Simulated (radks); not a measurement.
# Ionising hafnium step by step, Hf to Hf²³⁺

The task here is to estimate one member of a computed series from the others.

Method: scalar-relativistic Kohn-Sham, LB94 model potential, spin-polarised, spherical densities, finite nucleus; open shells are filled with parallel spins first. Code: radks (a radial shooting solver on a logarithmic mesh, Libxc functionals) version 1.

## What is computed

* element: hafnium (Z = 72)
* charges: 0 to 23
* first configuration: [Xe] 4f14 5d2 6s2
* last configuration: [Kr] 4d10 4f3

Outer shells as boxes (Hund's rule):

Hf
```
[Xe] core
4f [↑↓][↑↓][↑↓][↑↓][↑↓][↑↓][↑↓]
5d [↑ ][↑ ][  ][  ][  ]
6s [↑↓]
```

Hf²³⁺
```
[Kr] core
4d [↑↓][↑↓][↑↓][↑↓][↑↓]
4f [↑ ][↑ ][↑ ][  ][  ][  ][  ]
```

LB94 adds a gradient term to the LDA potential that gives it a −1/r tail. It is a model potential with no energy functional, so Etot and Exc are not given.

The first run:

Input:

```text
Z 72
configuration [Xe] 4f14 5d2 6s2
relativity scalar-relativistic
functional lda,pw
model_potential LB94
spin polarised
nucleus finite rms 5.347 fm
c 137.035999084
```

Steps of the session up to this table: Hf, [Xe] 4f14 5d2 6s2.

One table of the session follows, with a row left open; its other results are not shown here.

It belongs to the step «Hf, [Xe] 4f14 5d2 6s2». Radial moments (bohr):

```
  level     <r>  outermost maximum (interpolated)  90 % within  nodes
5p down   1.330                              1.15         1.95      3
  5p up   1.335                              1.16         1.96      3
4f down  0.6690                             0.455         1.13      0
  4f up  0.6684                             0.455         1.13      0
  6s up       ?                                 ?            ?      ?
6s down   3.315                              2.75         4.96      5
  5d up   2.280                              1.66         3.69      2
5d down   2.216                              1.63         3.58      2
```

Estimate the missing values for 6s up.

The run gave: <r>: 3.280; outermost maximum (interpolated): 2.77; 90 % within: 4.86; nodes: 5. In the column «<r>» it lies between 5d up (2.280) and 6s down (3.315).

Limits of these values: Open shells are spherical and high-spin; term and fine-structure splittings are not resolved.
